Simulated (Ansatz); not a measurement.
# AlIn3Sb2: the cost of one run

Computed with Ansatz 0.2.0 (DFT PBE, scalar-relativistic, plane waves, PAW, unless a step's input says otherwise).

### Step 1. The starting structure

Symmetry: P4/mmm, No. 123, tetragonal system. The conventional cell has a = 4.759 Å, b = 4.759 Å, c = 6.988 Å, α = 90.00°, β = 90.00°, γ = 90.00°. Al (site symmetry 4/mmm) has 4 Sb at 2.38 Å as nearest neighbours. In (site symmetry mmm) is surrounded by 2 In at 2.38 Å. In (site symmetry 4/mmm) is surrounded by 4 In at 2.38 Å. Sb (site symmetry mmm) is surrounded by 2 Al at 2.38 Å.

As a file:

```
Al In Sb
1.0
     4.75891    0.00000    0.00000
     0.00000    4.75891    0.00000
     0.00000    0.00000    6.98816
Al In Sb
1 3 2
Direct
  0.50000 0.50000 0.00000
  0.50000 0.00000 0.50000
  0.00000 0.50000 0.50000
  0.50000 0.50000 0.50000
  0.50000 0.00000 0.00000
  0.00000 0.50000 0.00000
```

Recipe of the guess: random cell by space group and Wyckoff sites (P4/mmm, No. 123). The dimensions are guesses.

### Step 2. Probe: one point on a coarse mesh

input.yaml

```yaml
crystal:
  lattice:
    - [4.75891481, 0.0, 0.0]
    - [0.0, 4.75891481, 0.0]
    - [0.0, 0.0, 6.98816052]
  atoms:
    - { symbol: Al, position: [0.5, 0.5, 0.0] }
    - { symbol: In, position: [0.5, 0.0, 0.5] }
    - { symbol: In, position: [0.0, 0.5, 0.5] }
    - { symbol: In, position: [0.5, 0.5, 0.5] }
    - { symbol: Sb, position: [0.5, 0.0, 0.0] }
    - { symbol: Sb, position: [0.0, 0.5, 0.0] }
basis:
  ecutwfc: 420
kpoints:
  mp_grid: { grid: [4, 4, 4] }
hamiltonian:
  xc: pbe
scf:
  occupations: { method: gaussian, width: 0.1 }
  lower_state_search: "off"
output:
  forces: true
  stress: true
  eigenvalues: true
```

Started as:

```console
$ ansatz run input.yaml --threads 1 --pin off --max-ram 2560MiB --backend cpu --events-out ev --progress --plain --runs-dir out
```

**Question.** How long does this run take on 1 thread of AMD EPYC 7R43 (Zen 3), shared host, and how much memory does it need?

About 8 s, with a peak of 0.48 GiB.
